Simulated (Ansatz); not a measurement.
Consider a comparison of magnetic orders of Li3Eu, space group Fm-3m (Ansatz's Python interface).

`orders_li3eu.py`
```python
'''Ferro, antiferro and non-magnetic states of Li3Eu.'''

import ansatz as az
import numpy as np
import pandas as pd


def count_gap(report):
    # lowest empty less highest filled band, counting bands; zero where they overlap
    return max(report.get('gap_by_band_count_ev') or 0.0, 0.0)

CELL = [
    (0.0, 7.74158, 7.74158),
    (3.87079, 0.0, 3.87079),
    (3.87079, 3.87079, 0.0),
]
ATOMS = [
    ('Li', (0.125, 0.25, 0.25)),
    ('Li', (0.375, 0.75, 0.75)),
    ('Li', (0.25, 0.5, 0.5)),
    ('Eu', (0.0, 0.0, 0.0)),
    ('Li', (0.625, 0.25, 0.25)),
    ('Li', (0.875, 0.75, 0.75)),
    ('Li', (0.75, 0.5, 0.5)),
    ('Eu', (0.5, 0.0, 0.0)),
]


def magnet(moments):
    crystal = az.Crystal(lattice=az.Lattice.of(CELL))
    for (symbol, position), moment in zip(ATOMS, moments):
        crystal = crystal.atom(symbol, position, moment=moment or None)
    return crystal

# starting moments in muB, one an atom
orders = {
    'FM': [0, 0, 0, 7, 0, 0, 0, 7],
    'AFM': [0, 0, 0, 7, 0, 0, 0, -7],
}

rows = []
for label, moments in orders.items():
    calc = (
        magnet(moments).calculation()
        .occupations('gaussian')
        .scf(tolerance=1e-10)
        .functional(az.Functional.LDA)
        .kpoints(6, 6, 6)
        .spin('collinear')
        .band_table()
    )
    summary = calc.run(threads=1).report
    rows.append((label, summary['free_energy_ev'], summary['magnetization_mub'], summary['absolute_magnetization_mub'], max(abs(m) for m in summary['site_moments_mub']), count_gap(summary)))
    print(label, 'site moments:', [round(m, 2) for m in summary['site_moments_mub']])

# the same cell with no spin polarisation
plain = (
    magnet([0] * len(ATOMS)).calculation()
    .occupations('gaussian')
    .scf(tolerance=1e-10)
    .functional(az.Functional.LDA)
    .kpoints(6, 6, 6)
    .band_table()
)
summary = plain.run(threads=1).report
rows.append(('NM', summary['free_energy_ev'], 0.0, 0.0, 0.0, count_gap(summary)))

lowest = min(row[1] for row in rows)
rows = [(row[0], 1000 * (row[1] - lowest) / 2, *row[2:]) for row in sorted(rows, key=lambda row: row[1])]
print(pd.DataFrame(rows, columns=['order', 'meV/magnetic atom', 'net muB', 'absolute muB', 'largest site muB', 'gap by band count eV']).round(4).to_string(index=False))
print('lowest of these starts:', rows[0][0])
```

Which magnetic state ends lowest, and by how much?

In order of energy: ferromagnetic (+0.0 meV an atom, largest site moment 6.97 μB), antiferro- or ferrimagnetic (+1.0 meV an atom, largest site moment 6.97 μB) and non-magnetic (+1804.7 meV an atom, largest site moment 0.00 μB). These are the states reached from the starts typed.

The output:

```console
$ python orders_li3eu.py
DeckWarning: basis.ecutwfc = 420 eV, auto-derived from the records' recommended cutoffs: set by Li (normal level)
FM site moments: [0.09, 0.09, 0.04, 6.97, 0.09, 0.09, 0.04, 6.97]
AFM site moments: [0.05, -0.05, 0.0, 6.97, -0.05, 0.05, 0.0, -6.97]
order  meV/magnetic atom  net muB  absolute muB  largest site muB  gap by band count eV
   FM             0.0000  15.1797       15.1803            6.9672                   0.0
  AFM             3.8034   0.0000       15.0218            6.9670                   0.0
   NM          7218.6244   0.0000        0.0000            0.0000                   0.0
lowest of these starts: FM
```
(Warnings from the package without file and line.)

Open f shells: without a Hubbard U, without spin-orbit coupling; the state reached hangs on the start and needn't be the lowest. A gap by band count of zero or less means overlapping bands, a metal. This cell is a computed structure, which may not be the phase found in nature. Gaps and levels are Kohn-Sham values on a finite set of k-points, without spin-orbit coupling. Each row is the state reached from that start at the given structure, not necessarily the lowest of its order; other orders weren't tried. It ran for 3 min on 1 thread of Intel(R) Xeon(R) Processor @ 2.30GHz, with other jobs on the host, peak memory 0.98 GiB.
